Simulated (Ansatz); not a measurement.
# C₆H₆Al+: geometry and frequencies at several levels

Wanted for C₆H₆Al+: geometry and frequencies at several levels. Charge +1.

Program: Ansatz 0.2.0. Level of theory: the levels named in each step. These are calculated values, not measurements.

## 1. The structure to begin with

Bond lengths: C2–C3 1.385 Å, C3–C4 1.399 Å, C4–C5 1.397 Å, C5–C6 1.399 Å, C2–C7 1.399 Å, C6–C7 1.399 Å, C2–H8 1.083 Å, C3–H9 1.083 Å, C4–H10 1.083 Å, C5–H11 1.078 Å, C6–H12 1.083 Å, C7–H13 1.083 Å. Angles (14 of 18 angles, heavy atoms first): C2–C3–C4 120.1°, C3–C2–C7 120.1°, C3–C4–C5 120.3°, C4–C5–C6 119.5°, C5–C6–C7 120.0°, C2–C7–C6 120.0°, C2–C3–H9 119.8°, C4–C3–H9 119.9°, C3–C2–H8 119.8°, C7–C2–H8 119.9°, C3–C4–H10 119.9°, C5–C4–H10 119.7°, C4–C5–H11 120.4°, C6–C5–H11 119.7°.

Structure file:

```xyz
13

Al    0.3506   -1.6974    0.1417
C    -0.6600    0.3719   -1.3153
C    -1.4748    0.2994   -0.1976
C    -0.9384    0.5145    1.0764
C     0.4249    0.7792    1.2313
C     1.2439    0.8640    0.1004
C     0.7014    0.6603   -1.1729
H    -1.0917    0.2772   -2.3035
H    -2.5402    0.1484   -0.3167
H    -1.5892    0.5297    1.9413
H     0.8274    1.0200    2.2022
H     2.2828    1.1494    0.2059
H     1.3214    0.7885   -2.0511
```

## 2. A rough first relaxation, PBE-D4/def2-SVP

Input file input.yaml:

```yaml
crystal:
  periodic: [false, false, false]
  atoms:
    - { symbol: Al, position_ang: [0.35064, -1.69743, 0.14166] }
    - { symbol: C, position_ang: [-0.66001, 0.37188, -1.31526] }
    - { symbol: C, position_ang: [-1.47483, 0.29942, -0.19757] }
    - { symbol: C, position_ang: [-0.93835, 0.51454, 1.07636] }
    - { symbol: C, position_ang: [0.42489, 0.77917, 1.23133] }
    - { symbol: C, position_ang: [1.24388, 0.86399, 0.10037] }
    - { symbol: C, position_ang: [0.70143, 0.66035, -1.17292] }
    - { symbol: H, position_ang: [-1.09175, 0.27718, -2.30346] }
    - { symbol: H, position_ang: [-2.54016, 0.14838, -0.31669] }
    - { symbol: H, position_ang: [-1.58917, 0.52968, 1.94131] }
    - { symbol: H, position_ang: [0.82741, 1.02002, 2.20219] }
    - { symbol: H, position_ang: [2.28279, 1.14944, 0.20585] }
    - { symbol: H, position_ang: [1.32138, 0.7885, -2.05108] }
total_charge: 1
basis:
  gaussian: { orbitals: def2-SVP }
hamiltonian:
  xc: pbe
  dispersion: d4
relax:
  f_tol: 0.03
  max_steps: 200
```

Launch:

```sh
> ansatz run input.yaml --threads 4 --pin off --max-ram 10240MiB --backend cpu --events-out ev --progress --plain --runs-dir out
```

After this run come: Relaxation, PBE0-D4/def2-TZVP; Relaxation, PBE0-D4/def2-SVP; Frequencies, PBE0-D4/def2-SVP.

Before running it: what results should come out? Wanted: C2–C3 at PBE0-D4/def2-SVP; C2–C7 at PBE0-D4/def2-SVP; C3–C4 at PBE0-D4/def2-SVP; frequencies at PBE0-D4/def2-SVP.

The runs gave:

```
                       quantity             value
      C2–C3 at PBE0-D4/def2-SVP           1.403 Å
      C2–C7 at PBE0-D4/def2-SVP           1.403 Å
      C3–C4 at PBE0-D4/def2-SVP           1.403 Å
frequencies at PBE0-D4/def2-SVP  150 to 3244 cm⁻¹
```

What this shows: The C2–C3 distance spreads over 0.007 Å, from PBE0-D4/def2-TZVP (shortest) to PBE0-D4/def2-SVP. No mode is imaginary, so the geometry is a minimum.
